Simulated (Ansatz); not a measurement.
Run this with Ansatz 0.2.0, Python API and show what comes out.

`dimer_bi.py`
```python
"""Binding of a BI dimer at a trial geometry."""

import ansatz

FIRST = [
    ("B", (0.0, 0.0, -1.0625)),
    ("I", (0.0, 0.0, 1.0625)),
]
SECOND = [
    ("B", (0.9708, -2.9605, 1.2261)),
    ("I", (0.0578, -3.8456, 2.9286)),
]

def energy(atoms, ghosts=()):
    molecule = ansatz.Crystal.molecule()
    for symbol, xyz in atoms:
        molecule = molecule.atom(symbol, xyz)
    calc = (
        molecule.calculation()
        .basis(gaussian="def2-SVPD")
        .functional("B3LYP")
    )
    deck = calc.input()
    if ghosts:
        deck = deck.set(ansatz.key.basis.gaussian.ghost_atoms, [{"symbol": s, "position_ang": list(xyz)} for s, xyz in ghosts])
    return ansatz.Session.from_dict(deck).plan().execute().report["free_energy_ev"]


def main() -> None:
    # monomers in their own basis and in the basis of the dimer
    both = energy(FIRST + SECOND)
    alone = energy(FIRST) + energy(SECOND)
    ghosted = energy(FIRST, SECOND) + energy(SECOND, FIRST)
    print(f"dimer {both:.6f} eV")
    print(f"interaction, uncorrected   {96.485332 * (both - alone):8.3f} kJ/mol")
    print(f"interaction, counterpoise  {96.485332 * (both - ghosted):8.3f} kJ/mol")
    print(f"basis-set superposition    {96.485332 * (alone - ghosted):8.3f} kJ/mol")


if __name__ == "__main__":
    main()
```

```console
$ python dimer_bi.py
dimer -17553.226554 eV
interaction, uncorrected     15.493 kJ/mol
interaction, counterpoise    16.576 kJ/mol
basis-set superposition       1.083 kJ/mol
```

Uncorrected it is 15.493 kJ/mol, with the counterpoise correction 16.576 kJ/mol; the difference, 1.08 kJ/mol, is the superposition error. In this basis both values are repulsive.

What to keep in mind:
- Total energies depend on the basis set; only differences at equal settings carry meaning.
- The dimer is a generated trial pose of unrelaxed monomers, not a minimum, so the figure is no binding energy, and the basis set is small.
- def2 sets replace the cores of elements past krypton by effective core potentials.
- b3lyp holds the VWN-RPA fit, as in Gaussian; the form of ORCA and Turbomole is b3lyp5.
- This level lacks the dispersion part of the attraction (electrostatics and induction are there), which can decide the sign where the interaction is weak.
- The spin state was assumed, and another may lie lower.
- Run time: 12 s on 1 thread of AMD EPYC 7R43 64-Core Processor (Zen 3), with other jobs on the host, peak memory 0.28 GiB.
